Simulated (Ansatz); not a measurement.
# CH4O: the cost of one run

Method: PBE0-D4/def2-TZVP structures, single points in def2-TZVPP, no counterpoise correction; program: Ansatz 0.2.0, Gaussian basis.

Levels: SPW92, PBE-D4, BLYP-D4, r2SCAN-D4, B97M-V, PBE0-D4, B3LYP-D4, r2SCAN0-D4, BHLYP-D4, CAM-B3LYP-D4, wB97X-V, wB97M-V, B2PLYP, PBE-QIDH, RPA on PBE, Hartree-Fock, MP2, CCSD, CCSD(T).

Cores are frozen in the correlated methods. Orbitals are unrestricted. B3LYP uses VWN-RPA correlation. B2PLYP carries no dispersion term here.

94 further runs of the same task are left out: 94 set aside as unsound or not needed.

## 1. Where the work starts

The complex: 12 atoms, charge 0, spin multiplicity 2.

Atoms are counted from 1 here; the program's logs count them from 0.

Bond lengths: H1–O4 0.960 Å, Si2–N3 1.716 Å, Si2–H6 1.497 Å, Si2–H7 1.495 Å, N3–H8 1.014 Å, N3–H9 1.007 Å, O4–C5 1.415 Å, C5–H10 1.090 Å, C5–H11 1.096 Å, C5–H12 1.095 Å. Angles: N3–Si2–H6 106.8°, N3–Si2–H7 108.7°, H6–Si2–H7 109.8°, Si2–N3–H8 118.0°, Si2–N3–H9 121.0°, H8–N3–H9 112.6°, H1–O4–C5 108.6°, O4–C5–H10 107.0°, O4–C5–H11 112.1°, O4–C5–H12 111.8°, H10–C5–H11 108.4°, H10–C5–H12 108.4°, H11–C5–H12 109.1°.

As a file:

```
H    -0.8918   -1.0903    1.2526
Si    1.7034    1.2585    0.0582
N     1.6950   -0.3409   -0.5647
O    -1.0571   -1.2001    0.3129
C    -1.9794   -0.2112   -0.1023
H     1.0105    1.2112    1.3846
H     3.1211    1.6947    0.2416
H     0.8324   -0.8706   -0.5061
H     2.2461   -0.5859   -1.3710
H    -2.1569   -0.3678   -1.1663
H    -1.5874    0.8029    0.0367
H    -2.9359   -0.3004    0.4240
```

Its parts: CH4O holds atoms 1, 4, 5, 10, 11, 12; SiNH4 radical holds atoms 2, 3, 6, 7, 8, 9. Each part counts its atoms afresh in its own runs.

## 2. Relaxing CH4O alone

File relax-a/in.yaml:

```yaml
crystal:
  periodic: [false, false, false]
  atoms:
    - {symbol: H, position_ang: [-0.891817, -1.090348, 1.252563]}
    - {symbol: O, position_ang: [-1.057126, -1.200143, 0.312859]}
    - {symbol: C, position_ang: [-1.979392, -0.211209, -0.102334]}
    - {symbol: H, position_ang: [-2.156867, -0.367801, -1.166261]}
    - {symbol: H, position_ang: [-1.587367, 0.802906, 0.036656]}
    - {symbol: H, position_ang: [-2.935883, -0.300416, 0.423958]}
basis:
  gaussian: {orbitals: def2-TZVP}
hamiltonian: {xc: pbe0, dispersion: d4}
relax: {f_tol: 0.005, max_steps: 200}
```

Started as:

```sh
> ansatz run in.yaml --threads 8 --pin off --events-out ev --progress --plain --max-ram 19148MiB
```

**Question.** How long does this run take on 8 threads of AMD EPYC 7B13, shared host?

About 1.2 s.
